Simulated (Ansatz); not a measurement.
Working through a single point from an input written key by key of H₃SeSn, SMILES [SeH][SnH2]

Program: the Python package of Ansatz (0.2.0).

Interactive session:
```pycon
>>> import ansatz as az
>>> DECK = """
... crystal:
...   periodic: [false, false, false]
...   atoms:
...     - { symbol: Se, position_ang: [0.9617, -0.9535, 1.2508] }
...     - { symbol: Sn, position_ang: [0.0133, 0.458, -0.7192] }
...     - { symbol: H, position_ang: [0.1277, -2.1479, 0.7211] }
...     - { symbol: H, position_ang: [-1.6591, 0.4711, -0.6794] }
...     - { symbol: H, position_ang: [0.6063, 2.0986, -0.6146] }
... magnetization:
...   spin_polarized: true
...   initial_magnetization: 1
... basis:
...   gaussian: { orbitals: def2-SVP }
... hamiltonian:
...   xc: hf
... """
>>> session = az.Session.from_yaml(DECK)
>>> report = session.plan(threads=1).execute().report
>>> for key in ("converged", "free_energy_ev", "reference_energy_ev", "n_frozen", "n_occupied", "n_virtual"):
...     print(f"{key:22s} {report[key]}")
...
converged              True
free_energy_ev         -71147.58018308264
reference_energy_ev    -71147.58018308264
n_frozen               0
n_occupied             [30, 29]
n_virtual              [43, 44]
>>> symbols = ["Se", "Sn", "H", "H", "H"]
```

Reading the output:
- Total energies depend on the basis set; only differences at equal settings carry meaning.
- The geometry is a force-field or estimated start, not a minimum of this method, and the basis set is short of its limit.
- def2 sets replace the cores of elements past krypton by effective core potentials.
- The run takes the species as open-shell (spin multiplicity 2), which needn't be its ground state.
- The whole script took 1.9 s on 1 thread of Arm Neoverse V1, on a shared host, peak memory 0.22 GiB.
